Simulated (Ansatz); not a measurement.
# YbB6: the cost of one run

Program: the Python package of Ansatz 0.2.0. The levels of theory stand in the script. These are calculated values, not measurements.

The COD entry's cell or inner coordinates are ideal or old and differ from later refinements, so a difference from it is no clean test against experiment.

### Step 1. The structure

Symmetry: Pm-3m, No. 221, cubic system. The conventional cell has a = 4.144 Å, b = 4.144 Å, c = 4.144 Å, α = 90.00°, β = 90.00°, γ = 90.00°. Yb (site symmetry m-3m) has 24 B at 3.05 Å as nearest neighbours. Around B (site symmetry 4mm) lie 5 B at 1.72 Å.

The script reads ybb6.cif:

```cif
data_YbB6
_cell_length_a 4.144400
_cell_length_b 4.144400
_cell_length_c 4.144400
_cell_angle_alpha 90.00000
_cell_angle_beta 90.00000
_cell_angle_gamma 90.00000
_symmetry_space_group_name_H-M 'P 1'
_symmetry_Int_Tables_number 1
loop_
_symmetry_equiv_pos_as_xyz
'x, y, z'
loop_
_atom_site_label
_atom_site_type_symbol
_atom_site_fract_x
_atom_site_fract_y
_atom_site_fract_z
Yb1 Yb    0.000000    0.000000    0.000000
B2 B    0.207000    0.500000    0.500000
B3 B    0.500000    0.207000    0.500000
B4 B    0.793000    0.500000    0.500000
B5 B    0.500000    0.793000    0.500000
B6 B    0.500000    0.500000    0.207000
B7 B    0.500000    0.500000    0.793000
```

### Step 2. The code

Input file ybb6.py:

```python
"""What spin-orbit coupling does to the bands of YbB6."""

import warnings

import ansatz as az
from ase.io import read

warnings.simplefilter("ignore", az.DeckWarning)

atoms = read("ybb6.cif")
xtal = az.Crystal.from_ase(atoms)

model = (
    xtal.calculation()
    .basis(380, xc_grid=2)
    .kpoints(4, 4, 4, center="monkhorst-pack")  # the mesh must be finer for metals
    .functional("pbesol")
    .scf(tolerance=1e-06, extra_bands=12, lower_state_search="light", algorithm="direct_min")
    .occupations("cold")  # the run then minimises F = E - TS
    .band_table()
)
for label, variant in (("scalar-relativistic", model), ("spin-orbit", model.spin(soc=True))):
    rep = variant.run().report
    zero = rep["band_edges_ev"][0] if rep.get("band_edges_ev") else rep["fermi_energy_ev"]
    near = [round(e - zero, 3) for e in rep["eigenvalues_ev"][0] if abs(e - zero) < 3]
    print(label)
    print("  band edges (eV):", [round(e, 3) for e in rep.get("band_edges_ev") or []] or "none reported")
    print("  levels at k =", rep["kpoints_frac"][0], "within 3 eV of the zero:", near)
```

### Step 3. The calls as engine input

The engine receives this input (first run):

```yaml
crystal:
  lattice:
    - [4.1444, 0.0, 0.0]
    - [0.0, 4.1444, 0.0]
    - [0.0, 0.0, 4.1444]
  atoms:
    - { symbol: Yb, position: [0.0, 0.0, 0.0] }
    - { symbol: B, position: [0.207, 0.5, 0.5] }
    - { symbol: B, position: [0.5, 0.207, 0.5] }
    - { symbol: B, position: [0.793, 0.5, 0.5] }
    - { symbol: B, position: [0.5, 0.793, 0.5] }
    - { symbol: B, position: [0.5, 0.5, 0.207] }
    - { symbol: B, position: [0.5, 0.5, 0.793] }
basis:
  ecutwfc: 380.0
  xc_grid: 2
kpoints:
  mp_grid:
    grid: [4, 4, 4]
    shift: [0.5, 0.5, 0.5]
hamiltonian:
  xc: pbesol
scf:
  algorithm: direct_min
  n_extra_bands: 12
  convergence:
    dr2_threshold: 1.0e-06
  lower_state_search: light
  occupations:
    method: cold
output:
  eigenvalues: true
```

### Step 4. Running it

Command:

```bash
$ python ybb6.py
```

What time and memory should one allow on 1 thread of Arm Neoverse V1, shared host?

About 45 s, with a peak of 0.58 GiB.
